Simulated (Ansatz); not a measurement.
# C2H2BrF: the cost of one run

Program: Ansatz 0.2.0. Level of theory: RKS PBE0-D4/def2-SVP. These are calculated values, not measurements.

## 1. The system as given

Bond lengths: C1–C2 1.379 Å, C2–F3 1.374 Å, C2–Br4 1.848 Å, C1–H5 1.091 Å, C1–H6 1.013 Å. Angles: C1–C2–F3 121.2°, C1–C2–Br4 119.0°, F3–C2–Br4 119.8°, C2–C1–H5 114.8°, C2–C1–H6 123.8°, H5–C1–H6 121.3°.

As a file:

```xyz
6

C     0.6366    0.1021    0.4547
C    -0.5127   -0.0521   -0.2922
F    -1.6260    0.7170   -0.0522
Br   -0.5401   -1.3109   -1.6451
H     0.5941    0.8973    1.2004
H     1.4902   -0.4174    0.2883
```

## 2. End point A

Input file input.yaml:

```yaml
crystal:
  periodic: [false, false, false]
  atoms:
    - { symbol: C, position_ang: [0.6366, 0.1021, 0.4547] }
    - { symbol: C, position_ang: [-0.5127, -0.0521, -0.2922] }
    - { symbol: F, position_ang: [-1.626, 0.717, -0.0522] }
    - { symbol: Br, position_ang: [-0.5401, -1.3109, -1.6451] }
    - { symbol: H, position_ang: [0.5941, 0.8973, 1.2004] }
    - { symbol: H, position_ang: [1.4902, -0.4174, 0.2883] }
basis:
  gaussian: { orbitals: def2-SVP }
hamiltonian:
  xc: pbe0
  dispersion: d4
relax:
  f_tol: 0.02
  max_steps: 50
```

Command:

```bash
$ ansatz run input.yaml --threads 2 --pin off --max-ram 3072MiB --backend cpu --events-out ev --progress --plain --runs-dir out
```

What time and memory should one allow on 2 threads of Intel Xeon Platinum 8488C (Sapphire Rapids), shared host?

About 16 s, with a peak of 0.21 GiB.
